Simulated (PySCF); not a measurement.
# C20H18O: the cost of one run

Computed with PySCF 2.14.0 and routines of our own; the level stands in each step. Atoms count from 0.

## 1. The system as given

39 atoms, charge 0, multiplicity 1; geometry from: GFN2-xTB.

## 2. NMR shifts: GIAO KT2/6-31G*

Job settings and geometry (Å):

```
{"job": {"kind": "nmr", "basis": "6-31G*", "pop": false, "xc": "KT2"}, "charge": 0, "multiplicity": 1}
C      5.215887     1.591705    -1.077270
O      4.375740     1.784365     0.032859
C      3.258974     1.010220     0.148379
C      2.858156     0.041709    -0.764251
C      1.713727    -0.699295    -0.525253
C      0.950767    -0.496635     0.616708
C     -0.251362    -1.305538     0.866501
C     -0.325069    -2.810083     0.884253
C     -1.530136    -3.307180     0.130426
C     -2.464584    -2.167311     0.436717
C     -2.176633    -1.587458     1.800091
C     -0.740259    -2.019879     2.101030
C     -1.715559    -0.867099     0.558887
C     -2.120865     0.416886    -0.029883
C     -2.159283     1.573978     0.740082
C     -2.559183     2.772720     0.179771
C     -2.921235     2.829921    -1.155473
C     -2.875057     1.684563    -1.932137
C     -2.475757     0.485067    -1.373111
C      1.347938     0.490012     1.516241
C      2.484618     1.232555     1.288026
H      6.040203     2.291761    -0.949110
H      4.699230     1.811249    -2.017013
H      5.610519     0.570967    -1.112440
H      3.426647    -0.149473    -1.660846
H      1.412691    -1.453346    -1.238593
H      0.588389    -3.384439     0.904989
H     -1.897435    -4.261319     0.511394
H     -1.335376    -3.403166    -0.939061
H     -3.473991    -2.161385     0.054595
H     -2.920177    -1.311993     2.526494
H     -0.296807    -2.106275     3.076981
H     -1.883038     1.525397     1.783019
H     -2.595903     3.663797     0.789137
H     -3.240909     3.765878    -1.588910
H     -3.156543     1.725223    -2.974577
H     -2.439253    -0.412541    -1.973650
H      0.761668     0.664708     2.406391
H      2.804106     1.992188     1.983814
```

With the program's defaults for keys left out, this is: GIAO KT2/6-31G* NMR shielding, non-relativistic, gas phase.

Started as:

```console
OMP_NUM_THREADS=1 python large_run.py task.json out
```

This one command runs all jobs of the session in turn.

**Question.** How long does this first job take on 1 thread of Arm Neoverse V1, shared host, and how much memory does it need?

About 43 s, with a peak of 0.62 GiB.
